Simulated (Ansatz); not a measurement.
**Ti3Al: one candidate structure**

Where does Ti3Al go from the start given, structure reported for this formula (P6_3/mmc, No. 194)?

The COD entry's cell or inner coordinates are ideal or old and differ from later refinements, so a difference from it is no clean test against experiment.

Program: Ansatz 0.2.0. Level of theory: DFT r2SCAN, scalar-relativistic, plane waves, PAW. These are calculated values, not measurements.

## Step 1: Starting point

The structure is hexagonal, space group P6_3/mmc (No. 194). Conventional cell: a = 5.764 Å, b = 5.764 Å, c = 4.664 Å, α = 90.00°, β = 90.00°, γ = 120.00°. Ti (site symmetry mm2) has 4 Al at 2.86 to 2.88 Å and 8 Ti at 2.86 to 2.88 Å as nearest neighbours. Around Al (site symmetry -6m2) lie 12 Ti at 2.86 to 2.88 Å.

Structure file:

```cif
data_structure
_symmetry_space_group_name_H-M 'P6_3/mmc'
_symmetry_Int_Tables_number 194
_cell_length_a 5.7640
_cell_length_b 5.7640
_cell_length_c 4.6640
_cell_angle_alpha 90.000
_cell_angle_beta 90.000
_cell_angle_gamma 120.000
_cell_volume 134.20
loop_
_atom_site_label
_atom_site_type_symbol
_atom_site_symmetry_multiplicity
_atom_site_Wyckoff_symbol
_atom_site_fract_x
_atom_site_fract_y
_atom_site_fract_z
_atom_site_occupancy
Ti1 Ti 6 h 0.83330 0.16670 0.25000 1
Al1 Al 2 c 0.33333 0.66667 0.25000 1
```

(A quick probe on a coarse mesh, which set the mesh and smearing, is not shown.)

## Step 3: A loose first relaxation

File input.yaml:

```yaml
crystal:
  lattice:
    - [5.7639998149, 0.0, 0.0]
    - [-2.8819999075, 4.9917702671, 0.0]
    - [0.0, 0.0, 4.664]
  atoms:
    - { symbol: Ti, position: [0.8333, 0.1667, 0.25] }
    - { symbol: Ti, position: [0.6666, 0.8333, 0.75] }
    - { symbol: Ti, position: [0.8333, 0.6666, 0.25] }
    - { symbol: Ti, position: [0.1667, 0.8333, 0.75] }
    - { symbol: Ti, position: [0.3334, 0.1667, 0.25] }
    - { symbol: Ti, position: [0.1667, 0.3334, 0.75] }
    - { symbol: Al, position: [0.3333333333, 0.6666666667, 0.25] }
    - { symbol: Al, position: [0.6666666667, 0.3333333333, 0.75] }
basis:
  ecutwfc: 500
kpoints:
  mp_grid: { grid: [3, 3, 4] }
hamiltonian:
  xc: r2scan
scf:
  occupations: { method: gaussian, width: 0.1 }
  lower_state_search: "off"
output:
  forces: true
  stress: true
  eigenvalues: true
relax:
  adjacent_minimum: "off"
  f_tol: 0.04
  max_steps: 70
  cell: { stress_tol: 0.4 }
```

Further runs follow: coarse relaxation; the relaxation.

Q: Predict the outcome of this session.

**Answer**, as computed:

Formation energies count from the elements, computed with the same settings in runs not shown here.

| quantity | value |
| --- | --- |
| cell | a = 5.747 Å, b = 5.747 Å, c = 4.631 Å, α = 90.00°, β = 90.00°, γ = 120.00° |
| space group | P6_3/mmc (No. 194) |
| volume | 16.56 Å³/atom |
| gap on the mesh | none (metal) |
| formation energy from the elements | -0.308 eV/atom |

**Reading.** The space group stayed P6_3/mmc, and from the first guess the volume went from 16.77 to 16.56 Å³/atom. With -0.31 eV/atom it lies under the elements, which doesn't yet make it stable against other compounds of them.
